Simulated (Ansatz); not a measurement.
**CH₄ClNSi: how energies converge with the basis set**

The task here is to estimate one member of a computed series from the others.

The runs use Ansatz 0.2.0, Gaussian basis; one geometry, several basis sets.

Levels to be run: PBE0-D4/def2-SVP; ωB97M-V/def2-SVP; PBE0-D4/def2-QZVPP; ωB97M-V/def2-QZVPP; the functionals' def2-TZVPP values are taken from earlier runs.

## Structure used throughout

The geometry comes from an earlier relaxation with PBE0-D4 in a triple-zeta def2 set; it is a stationary point, not always the lowest conformer.

SMILES `[SiH3]/N=C/Cl`, 8 atoms, charge 0, spin multiplicity 1.

Atoms are counted from 1 here; the program's logs count them from 0.

Bond lengths: Si1–N2 1.740 Å, Si1–H5 1.492 Å, Si1–H6 1.482 Å, Si1–H7 1.482 Å, N2–C3 1.238 Å, C3–Cl4 1.747 Å, C3–H8 1.094 Å. Angles: N2–Si1–H5 111.9°, N2–Si1–H6 107.7°, N2–Si1–H7 107.7°, H5–Si1–H6 109.7°, H5–Si1–H7 109.7°, H6–Si1–H7 110.1°, Si1–N2–C3 125.6°, N2–C3–Cl4 122.3°, N2–C3–H8 128.1°, Cl4–C3–H8 109.6°.

Set-up of the first run:

File in.yaml:

```yaml
crystal:
  periodic: [false, false, false]
  atoms:
    - {symbol: Si, position_ang: [-0.121353, 1.175634, -0.350683]}
    - {symbol: N, position_ang: [0.535707, -0.166084, 0.542017]}
    - {symbol: C, position_ang: [0.196944, -1.350006, 0.417522]}
    - {symbol: Cl, position_ang: [0.916468, -2.631707, 1.361811]}
    - {symbol: H, position_ang: [-1.171135, 0.740937, -1.317295]}
    - {symbol: H, position_ang: [-0.703444, 2.124245, 0.627504]}
    - {symbol: H, position_ang: [0.995652, 1.819652, -1.080787]}
    - {symbol: H, position_ang: [-0.556639, -1.769673, -0.256089]}
basis:
  gaussian: {orbitals: def2-SVP}
hamiltonian: {xc: pbe0, dispersion: d4}
output: {orbitals: {seedname: orbitals}}
```

On the command line:

```console
$ ansatz run in.yaml --threads 2 --pin off --events-out ev --progress --plain --max-ram 4352MiB
```

Steps of the session up to this table: PBE0-D4 in def2-SVP; ωB97M-V in def2-SVP; PBE0-D4 in def2-QZVPP; ωB97M-V in def2-QZVPP.

One of the session's tables, all rows but one given; the rest of the session is left out.

It belongs to the step «Functionals by basis». 

```
functional       basis  HOMO (eV)
   PBE0-D4    def2-SVP      -7.87
   PBE0-D4  def2-TZVPP      -7.99
   PBE0-D4  def2-QZVPP      -8.02
   ωB97M-V    def2-SVP          ?
   ωB97M-V  def2-TZVPP     -10.26
   ωB97M-V  def2-QZVPP     -10.30
```

**Question.** Estimate the row for ωB97M-V, def2-SVP.

As computed: HOMO (eV): -10.11. In the column «HOMO (eV)» it lies between ωB97M-V, def2-TZVPP (-10.26) and PBE0-D4, def2-QZVPP (-8.02).
